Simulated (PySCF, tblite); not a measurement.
**FH₉O₃Si₄, a small molecule taken as a stand-in for a surface group (silica-backed Si): NMR shifts, core binding energies and electronic excitations**

Wanted: the NMR shifts, core binding energies and electronic excitations for `F[Si](O[SiH3])(O[SiH3])O[SiH3]`.

Programs: tblite 0.8.0 and PySCF 2.14.0. All values are calculated, for the isolated system unless a continuum is named. Atoms count from 0, parts from 1.

## 1. Starting point

17 atoms, charge 0, multiplicity 1; geometry: distance geometry start.

## 2. Relaxing the cluster with GFN2-xTB

The job: settings as JSON, then the geometry in Å.

```
{"job": {"kind": "relax", "xc": "GFN2-xTB", "basis": "xTB"}, "charge": 0, "multiplicity": 1}
Si     1.746839    -2.340238     2.733877
O      2.266420    -0.859122     1.912681
Si     1.458012    -0.097113     0.550491
O      0.454889     1.247714     1.102750
Si    -1.221432     1.561214     0.602108
O      2.638477     0.507586    -0.613596
Si     2.525080     0.356543    -2.383802
F      0.467929    -1.234682    -0.226264
H      1.594288    -2.076316     4.080586
H      2.754139    -3.356492     2.550760
H      0.511154    -2.782832     2.155841
H     -1.905301     2.200783     1.650338
H     -1.846992     0.313604     0.283148
H     -1.202746     2.381579    -0.532767
H      3.228378    -0.827072    -2.826175
H      1.158769     0.270542    -2.758904
H      3.146539     1.489159    -2.982795
```

With the program's defaults for keys left out, this is: GFN2-xTB geometry optimisation, gas phase.

Command:

```
$ OMP_NUM_THREADS=1 python cluster_run.py task.json out
```

This one command runs all jobs of the session in turn.

**Question.** The jobs that follow are: PBE0-D3(BJ)/def2-SVP geometry optimisation, gas phase; GIAO PBE0/pcSseg-1 NMR shielding, non-relativistic, gas phase; delta-SCF UKS SCAN, pcX-2 on the ionised atom, pcseg-1 elsewhere, spin-free X2C; TDDFT CAM-B3LYP/def2-SVPD, vertical, gas phase, core orbitals frozen in the response. Predict: point group; rotational constants (main isotopes); ¹H shifts against TMS (PBE0/pcSseg-1); ²⁹Si shifts against TMS (PBE0/pcSseg-1); ¹⁷O shifts against H2O (PBE0/pcSseg-1); ¹⁹F shifts against CFCl3 (PBE0/pcSseg-1); O1s binding energies, SCAN/pcX-2; Si2p binding energies, SCAN/pcX-2 (standing for 1 of 4 atoms); F1s binding energies, SCAN/pcX-2; lowest singlet (CAM-B3LYP/def2-SVPD); brightest single state of those computed; lowest triplet; vertical ionisation energy (ΔSCF).

**Answer**, as computed:

| quantity | value |
| --- | --- |
| point group | C1 |
| rotational constants (main isotopes) | 1.13, 0.66, 0.50 GHz |
| ¹H shifts against TMS (PBE0/pcSseg-1) | 5.19, 5.19, 5.13, 5.11, 5.09, 5.07, 5.02, 5.00, 4.94 ppm |
| ²⁹Si shifts against TMS (PBE0/pcSseg-1) | -36.1, -36.4, -36.4, -102.1 ppm |
| ¹⁷O shifts against H2O (PBE0/pcSseg-1) | 36.8, 36.0, 35.8 ppm |
| ¹⁹F shifts against CFCl3 (PBE0/pcSseg-1) | -150.1 ppm |
| O1s binding energies, SCAN/pcX-2 | O3 538.35, O5 538.34, O1 538.30 eV |
| Si2p binding energies, SCAN/pcX-2 (standing for 1 of 4 atoms) | Si2 109.40 eV |
| F1s binding energies, SCAN/pcX-2 | F7 692.42 eV |
| lowest singlet (CAM-B3LYP/def2-SVPD) | 7.60 eV (163 nm), f = 0.003 |
| brightest single state of those computed | state 6, 8.00 eV, f = 0.006 |
| lowest triplet | 7.23 eV |
| vertical ionisation energy (ΔSCF) | 11.10 eV |

**Reading.** The optimisation took 7 steps and gained 0.397 eV; among the close pairs (by a distance rule), Si0–H9 changed most, from 1.435 to 1.488 Å (PBE0/def2-SVP). The O1s levels computed lie within 0.04 eV of one another, too close to rank. The lowest singlet, at 7.60 eV, is HOMO→LUMO 0.66 and is weak; of the 6 states computed, the strongest absorption comes from state 6 at 8.00 eV (the last computed, so partners may be missing). The lowest triplet lies 0.37 eV below the lowest singlet (triplets in Tamm-Dancoff, singlets in full TDDFT). The orbital energy would give 10.43 eV for ionisation, ΔSCF gives 11.10 eV. A capped cluster stands for the solid here, so long-range fields and strain are missing, and bands or shifts of the capping hydrogens have no counterpart in it.
